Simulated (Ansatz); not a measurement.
**Cs: an axial (c/a) deformation path**

The task here is to estimate one member of a computed series from the others.

This is Cs in the hcp structure; at room conditions it is bcc.

Method: DFT r2SCAN, scalar-relativistic, plane waves, PAW, in Ansatz 0.2.0.

## The starting structure

It takes space group P6_3/mmc (No. 194, hexagonal). Conventional cell: a = 5.566 Å, b = 5.566 Å, c = 9.258 Å, α = 90.00°, β = 90.00°, γ = 120.00°.

Coordinates:

```xyz
2
Lattice="5.5663 0.0000 0.0000 -2.7832 4.8206 0.0000 0.0000 0.0000 9.2585" Properties=species:S:1:pos:R:3 pbc="T T T"
Cs    0.0000    3.2137    2.3146
Cs    2.7832    1.6069    6.9439
```

The structure comes from the Materials Project (structure only).

Set-up of the first run:

Contents of input.yaml:

```yaml
crystal:
  lattice:
    - [5.5663060538, 0.0, 0.0]
    - [-2.7831530269, 4.8205624479, 0.0]
    - [0.0, 0.0, 9.25847896]
  atoms:
    - { symbol: Cs, position: [0.33333333, 0.66666667, 0.25] }
    - { symbol: Cs, position: [0.66666667, 0.33333333, 0.75] }
basis:
  ecutwfc: 500
kpoints:
  mp_grid: { grid: [6, 6, 2] }
hamiltonian:
  xc: r2scan
scf:
  occupations: { method: gaussian, width: 0.1 }
output:
  forces: true
  stress: true
  eigenvalues: true
```

The run is started by

```bash
ansatz run input.yaml --threads 1 --pin off --max-ram 1536MiB --backend cpu --events-out ev --progress --plain --runs-dir out
```

Among the steps run: A first look at the start; The reference: the undisturbed cell on the scan's mesh; ρ = 0.850; Point ρ = 1.200; Point ρ = 0.920; At ρ = 1.100; At ρ = 0.960; Point ρ = 1.050.

One of the session's tables, all rows but one given; the rest of the session is left out.

Collected from the runs (energy zero: the undisturbed cell):

| ρ | ΔE (meV/atom) |
| --- | --- |
| 0.850 | 6.9 |
| 0.920 | ? |
| 0.960 | -2.6 |
| 1.000 | 0.0 |
| 1.050 | 7.3 |
| 1.100 | 18.4 |
| 1.200 | 47.5 |

**Question.** Estimate the row for ρ = 0.920.

Worked estimate for «ΔE (meV/atom)». A straight line through the neighbours (0.850, 6.9) and (0.960, -2.6) gives 6.9 + (-2.6 − 6.9) × (0.920 − 0.850) / (0.960 − 0.850) = 0.9; a parabola fitted to 3 rows on both sides gives -2.0.

**Answer.** ΔE (meV/atom): -2.0. In «ΔE (meV/atom)» the line misses by +2.9 and the parabola by 0.0.
